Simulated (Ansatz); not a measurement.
**CH₆B₂O: how energies converge with the basis set**

How large a basis does CH₆B₂O need? Two functionals are run in growing sets.

The runs use Ansatz 0.2.0, Gaussian basis; one geometry, several basis sets.

The runs, in order: PBE0-D4/def2-SVP; ωB97M-V/def2-SVP; PBE0-D4/def2-QZVPP; ωB97M-V/def2-QZVPP; the functionals' def2-TZVPP values are taken from earlier runs.

1 further run of the same task is left out (it didn't finish).

### 1 The relaxed structure

All runs share one geometry, relaxed beforehand with PBE0-D4 in a triple-zeta def2 set.

SMILES `BB(C)O`, 10 atoms, charge 0, spin multiplicity 1.

Atoms are counted from 1 here; the program's logs count them from 0.

Bond lengths: B1–B2 1.681 Å, B1–H5 1.201 Å, B1–H6 1.200 Å, B2–C3 1.575 Å, B2–O4 1.367 Å, C3–H7 1.093 Å, C3–H8 1.094 Å, C3–H9 1.097 Å, O4–H10 0.959 Å. Angles: B2–B1–H5 121.9°, B2–B1–H6 122.5°, H5–B1–H6 115.4°, B1–B2–C3 118.7°, B1–B2–O4 125.5°, C3–B2–O4 115.8°, B2–C3–H7 113.8°, B2–C3–H8 111.5°, B2–C3–H9 108.5°, H7–C3–H8 109.0°, H7–C3–H9 106.2°, H8–C3–H9 107.5°, B2–O4–H10 114.4°.

### 2 PBE0-D4 in def2-SVP

The input, in.yaml:

```yaml
crystal:
  periodic: [false, false, false]
  atoms:
    - {symbol: B, position_ang: [-1.157384, 0.826847, -0.622105]}
    - {symbol: B, position_ang: [0.289403, 0.045904, -0.271047]}
    - {symbol: C, position_ang: [0.377312, -0.834654, 1.032241]}
    - {symbol: O, position_ang: [1.432597, 0.117828, -1.017867]}
    - {symbol: H, position_ang: [-2.010441, 0.312082, -1.292162]}
    - {symbol: H, position_ang: [-1.440363, 1.898922, -0.162158]}
    - {symbol: H, position_ang: [-0.546496, -1.370995, 1.265904]}
    - {symbol: H, position_ang: [1.200401, -1.552476, 0.975699]}
    - {symbol: H, position_ang: [0.572651, -0.174460, 1.886722]}
    - {symbol: H, position_ang: [1.365320, 0.679802, -1.792327]}
basis:
  gaussian: {orbitals: def2-SVP}
hamiltonian: {xc: pbe0, dispersion: d4}
output: {orbitals: {seedname: orbitals}}
```

The runs that follow: ωB97M-V in def2-SVP; PBE0-D4 in def2-QZVPP; ωB97M-V in def2-QZVPP.

Q: Predict the results of all the runs planned. Wanted: PBE0-D4: double and triple zeta above quadruple; ωB97M-V: double and triple zeta above quadruple.

**Answer**, as computed:

| quantity | value |
| --- | --- |
| PBE0-D4: double and triple zeta above quadruple | 5.45, 0.27 eV |
| ωB97M-V: double and triple zeta above quadruple | 5.70, 0.26 eV |

What this shows: For PBE0-D4 the step from double to triple zeta gains 5.18 eV and the next only 0.27 eV. These are total energies; as a rule much of such shifts cancels in differences, which this series doesn't test.
